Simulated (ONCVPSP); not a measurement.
# Pseudopotential generation for Se: ONCV, PBE

Aim: build the potential from the settings below, then test how well it stands in for the atom: other configurations, scattering, ghost states and the plane-wave cutoff that it needs.

Program: ONCVPSP 4.0.1. Reference atom: PBE, scalar-relativistic, spherical and spin-unpolarised. All values are calculated.

## 1. Settings

The settings as typed:

```
element                 : selenium (Se, Z = 34)
type                    : optimised norm-conserving Vanderbilt (ONCV)
frozen core             : [Ar]
valence charge          : 16
reference configuration : 3d10 4s1.75 4p4.25
partial waves           : 4s: rc 1.40 bohr, ncon 4, nbas 7, qcut 5 1/bohr, 1 projector; 4p: rc 1.55 bohr, ncon 4, nbas 8, qcut 6.1 1/bohr, 1 projector; 3d: rc 0.55 bohr, ncon 3, nbas 7, qcut 19.9 1/bohr, 2 projectors, debl 1.9 Ha
local potential         : polynomial inside 0.50 bohr (lpopt 4, dvloc0 1 Ha)
core correction         : polynomial model core, fcfact 0.35
```

## 2. Generation

Se.dat reads:

```
# ATOM AND REFERENCE CONFIGURATION
# atsym  z   nc   nv     iexc    psfile
  Se 34.00    5    3        4      upf
#
#   n    l    f
    1    0    2.00
    2    0    2.00
    2    1    6.00
    3    0    2.00
    3    1    6.00
    3    2   10.00
    4    0    1.75
    4    1    4.25
#
# PSEUDOPOTENTIAL AND OPTIMIZATION
# lmax
    2
#
#   l,   rc,      ep,       ncon, nbas, qcut
    0    1.40    0.00    4    7    5.00
    1    1.55    0.00    4    8    6.10
    2    0.55    0.00    3    7   19.90
#
# LOCAL POTENTIAL
# lloc, lpopt,  rc(5),   dvloc0
    4    4    0.50    1.00
#
# VANDERBILT-KLEINMAN-BYLANDER PROJECTORs
# l, nproj, debl
    0    1    1.80
    1    1    0.60
    2    2    1.90
#
# MODEL CORE CHARGE
# icmod, fcfact, rcfact
    1    0.35    0.00
#
# LOG DERIVATIVE ANALYSIS
# epsh1, epsh2, depsh
   -3.00    5.00    0.02
#
# OUTPUT GRID
# rlmax, drl
    6.00    0.01
#
# TEST CONFIGURATIONS
# ncnf
    4
# nvcnf
#   n    l    f
    3
    3    2   10.00
    4    0    2.00
    4    1    4.00
#
    3
    3    2   10.00
    4    0    2.00
    4    1    3.00
#
    3
    3    2   10.00
    4    0    2.00
    4    1    2.00
#
    3
    3    2   10.00
    4    0    1.00
    4    1    5.00
#
```

The run is started by

```
oncvpsp.x < Se.dat > Se.out
```

**Question.** What will these runs give? Wanted: cutoffs for 1 and 0.1 mHa per electron, occupied waves; bound ghosts; GHOST(+) flags; largest miss of a reference level; largest test error; largest phase difference near zero energy, channels read; rms error of d²Exc/dn², without and with the model core; projector energies reset by the program.

As calculated:

| quantity | value |
| --- | --- |
| cutoffs for 1 and 0.1 mHa per electron, occupied waves | 371 Ha and 853 Ha |
| bound ghosts | s at -506.33 eV, p at -126.43 eV |
| GHOST(+) flags | none at low energy |
| largest miss of a reference level | 12 meV (3d) |
| largest test error (AE − PS) | -1.6 meV, for 3d10 4s1 4p5 |
| largest phase difference near zero energy, channels read | 0.011 rad |
| rms error of d²Exc/dn², without and with the model core | 7.93 and 3.32 mHa |
| projector energies reset by the program | d: -1.967, 0.250 Ha |

What this shows: A bound ghost (s, p) makes it unfit for use: electrons can fall into a state that the atom doesn't have. By total energies transferability is very good: the largest error is 1.6 meV on 8.2 eV, for 3d10 4s1 4p5. Atomic tests can pass in spite of a ghost, since they solve only for the levels asked. The potential is very hard: the looser tolerance needs 371 Ha. At the looser tolerance the 3d wave is the slowest; 4s needs 11 Ha. Near zero energy the phases of the channels with partial waves agree within 0.011 rad. All of this concerns the isolated atom, not yet a solid.
